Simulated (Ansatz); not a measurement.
**C₁₂H₁₀F₂Si: a ladder of functionals and wavefunction methods**

Aim: compute C₁₂H₁₀F₂Si with functionals from several rungs and with coupled cluster, and see how far each lands from CCSD(T) at the basis-set limit for the atomisation energy.

Computed with Ansatz 0.2.0, Gaussian basis. Level: functionals in def2-TZVPP, the program's frozen cores in correlated methods.

Levels to be run: LDA (SPW92), PBE-D4, revPBE-D4, BLYP-D4, r2SCAN-D4, B97M-V, PBE0-D4, B3LYP-D4, r2SCANh-D4, r2SCAN0-D4, HSE06-D4, BHLYP-D4, CAM-B3LYP-D4, LC-ωPBE, ωB97X-V, ωB97M-V, B2PLYP, PBE-QIDH; CCSD(T)/def2-SVP; CCSD(T)/def2-TZVPP; MP2/def2-QZVPP; extrapolation to the limit; RPA on PBE.

**1. Structure used throughout**

All runs share one geometry, relaxed beforehand with PBE0-D4 in a triple-zeta def2 set.

SMILES `F[Si](F)(c1ccccc1)c1ccccc1`, 25 atoms, charge 0, spin multiplicity 1.

Atoms are counted from 1 here; the program's logs count them from 0.

Bond lengths: F1–Si2 1.594 Å, Si2–F3 1.594 Å, Si2–C4 1.846 Å, Si2–C10 1.846 Å, C4–C5 1.397 Å, C4–C9 1.396 Å, C5–C6 1.385 Å, C5–H16 1.086 Å, C6–C7 1.388 Å, C6–H17 1.084 Å, C7–C8 1.387 Å, C7–H18 1.084 Å, C8–C9 1.386 Å, C8–H19 1.084 Å, C9–H20 1.085 Å, C10–C11 1.396 Å, C10–C15 1.397 Å, C11–C12 1.386 Å and more. Angles: F1–Si2–F3 105.2°, F1–Si2–C4 107.5°, F1–Si2–C10 111.3°, F3–Si2–C4 111.3°, F3–Si2–C10 107.5°, C4–Si2–C10 113.8°, Si2–C4–C5 120.2°, Si2–C4–C9 121.3°, C5–C4–C9 118.5°, C4–C5–C6 120.8°, C4–C5–H16 119.9°, C6–C5–H16 119.3°, C5–C6–C7 119.9°, C5–C6–H17 120.0°, C7–C6–H17 120.1°, C6–C7–C8 120.1°, C6–C7–H18 120.0°, C8–C7–H18 120.0° and more.

As a file:

```csv
atom,x (Å),y (Å),z (Å)
F1,1.7863,-1.5992,1.5588
Si2,0.9075,-1.2866,0.2660
F3,1.1320,-2.5320,-0.7035
C4,-0.8535,-1.1674,0.8084
C5,-1.8105,-0.5948,-0.0330
C6,-3.1381,-0.5120,0.3545
C7,-3.5276,-0.9981,1.5943
C8,-2.5895,-1.5651,2.4445
C9,-1.2622,-1.6485,2.0539
C10,1.5188,0.2176,-0.6133
C11,2.3413,0.1158,-1.7371
C12,2.8046,1.2526,-2.3808
C13,2.4509,2.5084,-1.9097
C14,1.6316,2.6277,-0.7963
C15,1.1683,1.4901,-0.1556
H16,-1.5142,-0.2021,-1.0008
H17,-3.8699,-0.0658,-0.3091
H18,-4.5657,-0.9321,1.9001
H19,-2.8930,-1.9415,3.4147
H20,-0.5330,-2.0881,2.7259
H21,2.6174,-0.8630,-2.1142
H22,3.4417,1.1592,-3.2529
H23,2.8125,3.3977,-2.4136
H24,1.3519,3.6087,-0.4293
H25,0.5192,1.5942,0.7086
```

**2. LDA**

This LDA is Slater exchange with PW92 correlation.

in.yaml

```yaml
crystal:
  periodic: [false, false, false]
  atoms:
    - {symbol: F, position_ang: [1.786268, -1.599169, 1.558780]}
    - {symbol: Si, position_ang: [0.907465, -1.286573, 0.265991]}
    - {symbol: F, position_ang: [1.132008, -2.531980, -0.703470]}
    - {symbol: C, position_ang: [-0.853462, -1.167358, 0.808367]}
    - {symbol: C, position_ang: [-1.810524, -0.594815, -0.032952]}
    - {symbol: C, position_ang: [-3.138119, -0.511982, 0.354501]}
    - {symbol: C, position_ang: [-3.527578, -0.998137, 1.594341]}
    - {symbol: C, position_ang: [-2.589519, -1.565087, 2.444459]}
    - {symbol: C, position_ang: [-1.262162, -1.648467, 2.053931]}
    - {symbol: C, position_ang: [1.518788, 0.217569, -0.613272]}
    - {symbol: C, position_ang: [2.341316, 0.115795, -1.737117]}
    - {symbol: C, position_ang: [2.804632, 1.252603, -2.380809]}
    - {symbol: C, position_ang: [2.450882, 2.508384, -1.909673]}
    - {symbol: C, position_ang: [1.631555, 2.627749, -0.796264]}
    - {symbol: C, position_ang: [1.168252, 1.490051, -0.155567]}
    - {symbol: H, position_ang: [-1.514156, -0.202061, -1.000826]}
    - {symbol: H, position_ang: [-3.869931, -0.065750, -0.309124]}
    - {symbol: H, position_ang: [-4.565722, -0.932051, 1.900062]}
    - {symbol: H, position_ang: [-2.893048, -1.941541, 3.414677]}
    - {symbol: H, position_ang: [-0.532987, -2.088100, 2.725938]}
    - {symbol: H, position_ang: [2.617429, -0.863041, -2.114225]}
    - {symbol: H, position_ang: [3.441705, 1.159232, -3.252928]}
    - {symbol: H, position_ang: [2.812531, 3.397680, -2.413596]}
    - {symbol: H, position_ang: [1.351948, 3.608696, -0.429338]}
    - {symbol: H, position_ang: [0.519231, 1.594151, 0.708613]}
basis:
  gaussian: {orbitals: def2-TZVPP}
hamiltonian: {xc: lda}
output: {orbitals: {seedname: orbitals}}
```

Run with:

```sh
$ ansatz run in.yaml --threads 11 --pin off --events-out ev --progress --plain --max-ram 174080MiB --backend cuda --devices 0, --max-vram 75GiB
```

Further steps of the session: PBE-D4 (GGA); revPBE-D4 (GGA); BLYP-D4 (GGA); r2SCAN-D4 (meta-GGA); B97M-V (meta-GGA); PBE0-D4 (hybrid); B3LYP-D4 (hybrid); r2SCANh-D4 (hybrid); r2SCAN0-D4 (hybrid); HSE06-D4 (hybrid); BHLYP-D4 (hybrid); CAM-B3LYP-D4 (range-separated); LC-ωPBE (range-separated); ωB97X-V (range-separated); ωB97M-V (range-separated); B2PLYP (double hybrid); PBE-QIDH (double hybrid); CCSD(T) in def2-SVP; CCSD(T) in def2-TZVPP; MP2 in def2-QZVPP; RPA on PBE orbitals.

Before running them: what should the planned runs give, taken together? Wanted: atomisation energy, CCSD(T)/CBS; farthest beyond LDA; mean size of error, GGA; mean size of error, meta-GGA; mean size of error, hybrid; mean size of error, range-separated; mean size of error, double hybrid; gap, smallest and largest; T1 diagnostic.

As calculated:

| quantity | value |
| --- | --- |
| atomisation energy, CCSD(T)/CBS | 127.964 eV |
| functionals within 0.640 eV (0.5 %) | BLYP-D4, B3LYP-D4, r2SCANh-D4, LC-ωPBE, ωB97X-V, ωB97M-V |
| farthest beyond LDA | PBE-D4 (+4.895 eV) |
| mean size of error, GGA | 2.335 eV |
| mean size of error, meta-GGA | 1.146 eV |
| mean size of error, hybrid | 1.654 eV |
| mean size of error, range-separated | 0.582 eV |
| mean size of error, double hybrid | 0.829 eV |
| gap, smallest and largest | 4.67 eV (LDA (SPW92)), 11.15 eV (LC-ωPBE) |
| T1 diagnostic | 0.0112 |
| triples share of the correlation energy | 4.7 % |

What this shows: The LDA atomisation energy is off by 20.182 eV (16 %): it overbinds. PBE-D4 misses by +4.895 eV. Double hybrids carry the basis error of their MP2 part in triple zeta, and no dispersion term here, so their miss is partly the set-up's. Taken by rung, range-separated functionals do best (0.582 eV on average) and GGA ones worst beyond LDA (2.335 eV). The gap between the best rungs is small, so their order is not settled. Misses under about 0.640 eV are within the doubt on the reference itself, which lacks core-valence correlation, relativity and higher excitations. Hartree-Fock recovers 75 % of the binding; the rest is correlation. CCSD(T) in def2-SVP is off by -5.104 eV, which most functionals beat. The gap grows from 4.7 to 11.1 eV across the functionals, mostly with the share of exact exchange. The restricted reference is unstable towards a spin-broken one.
